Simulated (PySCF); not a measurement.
# C₈H₁₀F₂: geometry, NMR shifts and electronic excitations

Wanted: the NMR shifts and electronic excitations of C₈H₁₀F₂ (`FC(F)[C@@H]1C[C@@H]2C=C[C@H]1C2`), by calculation.

The runs use PySCF 2.14.0, with density-fitted response routines of our own; the level of theory stands in each step. All values are computed, except where a source is named. Atoms count from 0, in the outputs and in this text.

## (1) Starting geometry

20 atoms, charge 0, multiplicity 1; geometry from: GFN2-xTB.

Bonds of the start (Å): F0–C1 1.36, C1–F2 1.36, C1–C3 1.52, C3–C4 1.54, C4–C5 1.55, C5–C6 1.51, C6–C7 1.33, C7–C8 1.51, C8–C9 1.53, C8–C3 1.55, C9–C5 1.53, C1–H10 1.10, C3–H11 1.09, C4–H12 1.09, C4–H13 1.09, C5–H14 1.09, C6–H15 1.07, C7–H16 1.07, C8–H17 1.09, C9–H18 1.09, C9–H19 1.09.

## (2) Optimising the geometry at PBE0-D3(BJ)/def2-SVP

Job settings and geometry (Å):

```
{"job": {"xc": "PBE0", "basis": "def2-SVP", "d3": "d3bj", "grid": 1, "kind": "geom"}, "charge": 0, "multiplicity": 1}
F      2.919891    -0.694974    -0.802930
C      2.061396     0.247251    -0.333373
F      2.786389     1.014903     0.520119
C      0.890014    -0.399945     0.383403
C      0.004018    -1.247415    -0.551814
C     -1.396907    -0.615865    -0.364673
C     -1.312775     0.754238    -0.986839
C     -0.545445     1.500484    -0.203125
C     -0.109592     0.640839     0.956979
C     -1.348704    -0.246239     1.122291
H      1.765168     0.879473    -1.183814
H      1.302991    -1.003058     1.196188
H      0.000317    -2.292721    -0.247550
H      0.335710    -1.195246    -1.588595
H     -2.216484    -1.245841    -0.699027
H     -1.759846     1.016910    -1.927851
H     -0.225087     2.515087    -0.351980
H      0.259133     1.167816     1.832589
H     -1.191867    -1.099154     1.780022
H     -2.223468     0.314137     1.446943
```

**Question.** This job is followed by: GIAO PBE0/pcSseg-1 NMR shielding, non-relativistic, gas phase; TDDFT CAM-B3LYP/def2-SVPD, vertical, gas phase, core orbitals frozen in the response. What will the session give for the following? point group; rotational constants (main isotopes); 13C shifts against TMS (PBE0/pcSseg-1); 1H shifts against TMS (PBE0/pcSseg-1); 19F shifts against CFCl3 (PBE0/pcSseg-1); lowest singlet (CAM-B3LYP/def2-SVPD); lowest triplet; vertical ionisation energy (ΔSCF).

**Answer**, as computed:

```
                                quantity                                                           value
                             point group                                                              C1
    rotational constants (main isotopes)                                            2.57, 1.04, 0.94 GHz
  13C shifts against TMS (PBE0/pcSseg-1)           148.9, 142.5, 124.1, 52.8, 46.0, 46.0, 45.1, 29.3 ppm
   1H shifts against TMS (PBE0/pcSseg-1)  6.48, 6.28, 5.05, 2.82, 2.63, 2.30, 1.86, 1.41, 1.20, 0.81 ppm
19F shifts against CFCl3 (PBE0/pcSseg-1)                                              -129.3, -137.4 ppm
    lowest singlet (CAM-B3LYP/def2-SVPD)                                     6.56 eV (189 nm), f = 0.119
                          lowest triplet                                                         4.05 eV
       vertical ionisation energy (ΔSCF)                                                         9.28 eV
```

**Reading.** Over 3 steps the energy fell by 0.058 eV; of the close pairs, C6–H15 changed most, 1.074 to 1.092 Å. The first singlet state (HOMO→LUMO 0.94) lies at 6.56 eV and is bright. The lowest triplet lies 2.51 eV below the lowest singlet (triplets in Tamm-Dancoff, singlets in full TDDFT). ΔSCF puts the ionisation energy at 9.28 eV, 0.71 eV above −ε(HOMO).
